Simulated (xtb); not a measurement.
# GFN2-xTB run of Ga3N3H6 ((HGaNH)3 ring)

Wanted: a geometry optimisation of Ga3N3H6 ((HGaNH)3 ring). 

Program for the calculation: xtb 6.7.1 later snapshot.

2 further runs of the same task are left out: 2 set aside as unsound or not needed.

## (1) The molecule

The species is Ga3N3H6 (12 atoms), meant as a singlet with charge 0. All atoms were displaced at random from a relaxed shape. The run starts from this shape.

Bond lengths: Ga1–N3 1.824 Å, N3–Ga4 1.809 Å, Ga4–N6 1.794 Å, N6–Ga7 1.890 Å, Ga1–N9 1.860 Å, Ga7–N9 1.838 Å, Ga1–H2 1.540 Å, Ga4–H5 1.451 Å, Ga7–H8 1.575 Å, N3–H10 1.136 Å, N6–H11 0.999 Å, N9–H12 1.073 Å. Some angles: Ga1–N3–Ga4 129.4°, N3–Ga1–N9 111.5°, N3–Ga4–N6 114.9°, Ga4–N6–Ga7 123.5°, N6–Ga7–N9 115.3°, Ga1–N9–Ga7 125.4°, Ga1–N3–H10 110.7°, Ga4–N3–H10 119.8°, H2–Ga1–N3 125.9°, H2–Ga1–N9 122.6°.

## (2) A geometry optimisation at GFN2-xTB

Input file .CHRG:

```
0
```

Input file .UHF:

```
0
```

Input file input.inp:

```
$opt
   engine=rf
$end
```

Input file input.xyz:

```xyz
12
Ga3H6N3
Ga    -0.33914000    -1.67028000    -0.85064000
H     -0.63788000    -3.00474000    -1.55961000
N      1.31791000    -0.99626000    -0.49561000
Ga     1.77668000     0.55056000     0.32279000
H      3.17063000     0.83964000     0.60148000
N      0.39350000     1.56477000     0.84819000
Ga    -1.41321000     1.11424000     0.52458000
H     -2.58263000     2.05630000     0.99872000
N     -1.67927000    -0.48156000    -0.34825000
H      2.12672000    -1.71793000    -0.83404000
H      0.50552000     2.44091000     1.31471000
H     -2.69528000    -0.82182000    -0.41406000
```

The run is started by

```bash
xtb --input input.inp -o tight --parallel 1 -- input.xyz > out.txt 2> xtb.err
```

What values should one expect? Wanted: total energy at the end; dipole moment; HOMO energy; LUMO energy; HOMO–LUMO gap; dispersion energy; mean polarisability.

Answer, from the run:

At GFN2-xTB:

```
                      quantity          value
       total energy at the end   -15.42580 Eh
                 dipole moment         0.00 D
                   HOMO energy      -10.65 eV
                   LUMO energy       -6.96 eV
                 HOMO–LUMO gap        3.69 eV
             dispersion energy  -26.85 kJ/mol
mean polarisability (D4 model)    136.7 bohr³
```

In words: At the final geometry: Bond lengths: Ga1–N3 1.841 Å, N3–Ga4 1.842 Å, Ga4–N6 1.842 Å, N6–Ga7 1.842 Å, Ga1–N9 1.842 Å, Ga7–N9 1.842 Å, Ga1–H2 1.546 Å, Ga4–H5 1.546 Å, Ga7–H8 1.547 Å, N3–H10 1.018 Å, N6–H11 1.018 Å, N9–H12 1.018 Å. Some angles: Ga1–N3–Ga4 123.6°, N3–Ga1–N9 116.4°, N3–Ga4–N6 116.4°, Ga4–N6–Ga7 123.6°, N6–Ga7–N9 116.4°, Ga1–N9–Ga7 123.6°, Ga1–N3–H10 118.2°, Ga4–N3–H10 118.2°, H2–Ga1–N3 121.8°, H2–Ga1–N9 121.8°. The optimisation took 9 steps and changed the energy by -0.379 eV.
